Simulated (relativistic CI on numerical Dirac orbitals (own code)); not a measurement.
**Ce²⁺: one ion under different settings**

How much do the settings matter for Ce²⁺? One ion, several inputs.

The numbers are computed with relativistic CI on numerical Dirac orbitals (own code) version 3 (Dirac-Coulomb-Breit CI, KLI orbitals optimised for each configuration, model QED (radiative potential, 1s self-energy scaled to tabulated hydrogen-like ionisation energies), numerical settings as typed), except any that are marked as measured or tabulated.

## Step 1: The atom as given

| Quantity | Value |
| --- | --- |
| ion | Ce²⁺ (Ce III) |
| nuclear charge | 58 |
| electrons | 56 |
| isotope | A = 140 |

## Step 2: Usual settings

Settings, as recorded:

```ini
atom Ce  Z=58  charge=2  electrons=56
nucleus A=140  rms_radius_fm=4.8771
hamiltonian dirac-coulomb  breit=on  qed=on  c_scale=1
orbitals kli  potential=per-configuration
slater_scale 1
correlation none
mixing on
grid step=0.0125 r_max=86.5
scf mixing=0.4 start=green max_iterations=150 tolerance=2e-08 node_fill=0.05
configurations
  [Xe] 4f2
  [Xe] 4f 6s
  [Xe] 5d2
end
```

The run is started by

```
$ python run_levels.py task.json out
```

One command runs all members of the session, one after another, from task.json.

## Step 3: QED terms off

The settings differ from step 2 so:

```diff
@@ -2,3 +2,3 @@
 nucleus A=140  rms_radius_fm=4.8771
-hamiltonian dirac-coulomb  breit=on  qed=on  c_scale=1
+hamiltonian dirac-coulomb  breit=on  qed=off  c_scale=1
 orbitals kli  potential=per-configuration
```

## Step 4: Node fill 0.5, nuclear radius 4.3894

Settings, as recorded:

```ini
atom Ce  Z=58  charge=2  electrons=56
nucleus A=140  rms_radius_fm=4.3894
hamiltonian dirac-coulomb  breit=on  qed=on  c_scale=1
orbitals kli  potential=per-configuration
slater_scale 1
correlation none
mixing on
grid step=0.0125 r_max=86.5
scf mixing=0.4 start=green max_iterations=150 tolerance=2e-08 node_fill=0.5
configurations
  [Xe] 4f2
  [Xe] 4f 6s
  [Xe] 5d2
end
```

## Step 5: Slater scale 1.2, start potential previous, potential mixing 0.7

Settings, as recorded:

```ini
atom Ce  Z=58  charge=2  electrons=56
nucleus A=140  rms_radius_fm=4.8771
hamiltonian dirac-coulomb  breit=on  qed=on  c_scale=1
orbitals kli  potential=per-configuration
slater_scale 1.2
correlation none
mixing on
grid step=0.0125 r_max=86.5
scf mixing=0.7 start=previous max_iterations=150 tolerance=2e-08 node_fill=0.05
configurations
  [Xe] 4f2
  [Xe] 4f 6s
  [Xe] 5d2
end
```

## Step 6: Nuclear radius 48.771

Settings, as recorded:

```ini
atom Ce  Z=58  charge=2  electrons=56
nucleus A=140  rms_radius_fm=48.7710
hamiltonian dirac-coulomb  breit=on  qed=on  c_scale=1
orbitals kli  potential=per-configuration
slater_scale 1
correlation none
mixing on
grid step=0.0125 r_max=86.5
scf mixing=0.4 start=green max_iterations=58 tolerance=2e-08 node_fill=0.05
configurations
  [Xe] 4f2
  [Xe] 4f 6s
  [Xe] 5d2
end
```

## Step 7: Potential mixing 1.8

Settings, as recorded:

```ini
atom Ce  Z=58  charge=2  electrons=56
nucleus A=140  rms_radius_fm=4.8771
hamiltonian dirac-coulomb  breit=on  qed=on  c_scale=1
orbitals kli  potential=per-configuration
slater_scale 1
correlation none
mixing on
grid step=0.0125 r_max=86.5
scf mixing=1.8 start=green max_iterations=69 tolerance=2e-08 node_fill=0.05
configurations
  [Xe] 4f2
  [Xe] 4f 6s
  [Xe] 5d2
end
```

(Steps that only read results are left out.)

Before running it: what results should come out? Wanted: lowest level, usual settings; total energy; first excitation.

As calculated:

| setting | total energy less usual (Ha) | largest shift of a level among the lowest eight of both runs, same label and place (cm⁻¹) | SCF iterations | time | lowest level | kind of change |
| --- | --- | --- | --- | --- | --- | --- |
| usual | 0 | 0 | 36 | 0.44 s | 4f2 3H4 | - |
| QED terms off | -4.93 | 186 | 36 | 0.4 s | 4f2 3H4 | model term |
| node fill 0.5, nuclear radius 4.3894 | -0.00758 | 1720 | 44 | 0.49 s | 4f2 3H4 | unphysical constant |
| Slater scale 1.2, start potential previous, potential mixing 0.7 | -0.00719 | 1530 | 31 | 0.39 s | 4f2 3H4 | model term |
| nuclear radius 48.771 | 24 | 758 | 36 | 0.43 s | 4f2 3H4 | unsound |
| potential mixing 1.8 | 0 | 0 | 43 | 0.48 s | 4f2 3H4 | extreme, harmless here |

```
                    quantity          value
lowest level, usual settings        4f2 3H4
                total energy  -8848.1795 Ha
            first excitation    1467.5 cm⁻¹
```

Among the runs whose levels can be followed, they move most under «node fill 0.5, nuclear radius 4.3894» (unphysical constant), by up to 1720 cm⁻¹. No visible change in the result comes from «potential mixing 1.8». Only the listed configurations are in the model. Near neutrality, missing correlation can shift configurations against each other by thousands of cm⁻¹.
